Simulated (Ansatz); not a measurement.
Write a Python script for the Ansatz DFT code, driven from Python that makes a phonon calculation by finite displacements of SrCuGe, space group P-6m2. Settings: LDA, PAW, the default cutoff (420 eV here), 8×8×6 k-points, cold smearing of 0.05 eV.

Input file `srcuge.xyz`:
```text
3
Lattice="4.15406304 0.0 0.0 -2.07703152 3.59752412 0.0 0.0 0.0 4.67022771" Properties=species:S:1:pos:R:3 pbc="T T T"
Sr    2.07703154    1.19917470    0.00000000
Cu    0.00000000    0.00000000    2.33511385
Ge   -0.00000002    2.39834943    2.33511385
```

Script `phonons.py`:
```python
"""Lattice dynamics of SrCuGe in a supercell."""

from pathlib import Path
import warnings

import ansatz as az
import numpy as np

params = {
    "functional": "lda",
    "smearing_width": 0.05,
    "mesh": (8, 8, 6),
}

warnings.simplefilter("ignore", az.DeckWarning)

structure = az.Crystal.from_extxyz("srcuge.xyz")

# the cell itself: zone-centre modes alone
calculation = (
    structure.calculation()
    .functional(params["functional"])
    .occupations(az.OccupationsMethod.COLD, width=params["smearing_width"])
    .kpoints(*params["mesh"])
    .phonons("fd", supercell=1)
)
outcome = calculation.run(threads=1, pin="off", runs_dir="out")
folder = Path(outcome.output_folder) / "results"
ph = outcome.phonons

print("modes at Gamma (1/cm):", np.round(ph.gamma_omega_inv_cm, 1) + 0.0)
print(f"{ph.n_members} displaced supercells, sum-rule residual {ph.asr_residual_pre_ev_ang2:.1e} eV/A^2")
optical = np.sort(ph.gamma_omega_inv_cm)
print("imaginary modes at Gamma:", int((optical < -10).sum()), "- highest mode", round(float(optical[-1]), 1), "1/cm")
```

```console
$ python phonons.py
modes at Gamma (1/cm): [  0.    0.    0.   95.4  95.4 110.5 128.3 208.8 208.8]
6 displaced supercells, sum-rule residual 4.5e-04 eV/A^2
imaginary modes at Gamma: 0 - highest mode 208.8 1/cm
```

Caveats:
- No spin polarisation was allowed.
- The cell isn't relaxed first, so the values belong to this volume.
- For a metal this k-point mesh is coarse: on a finer one energies can move by several to tens of meV an atom and pressures by half a GPa or more, differences at one mesh by less.
- This cell is a computed structure, which may not be the phase found in nature.
- The structure is taken as given and the supercell is small; imaginary modes can come from an unrelaxed or unstable start. Phonons of metals also depend on mesh and smearing.
- Hardware and time: 100 s on 1 thread of Arm Neoverse V2, on a shared host, peak memory 0.62 GiB.
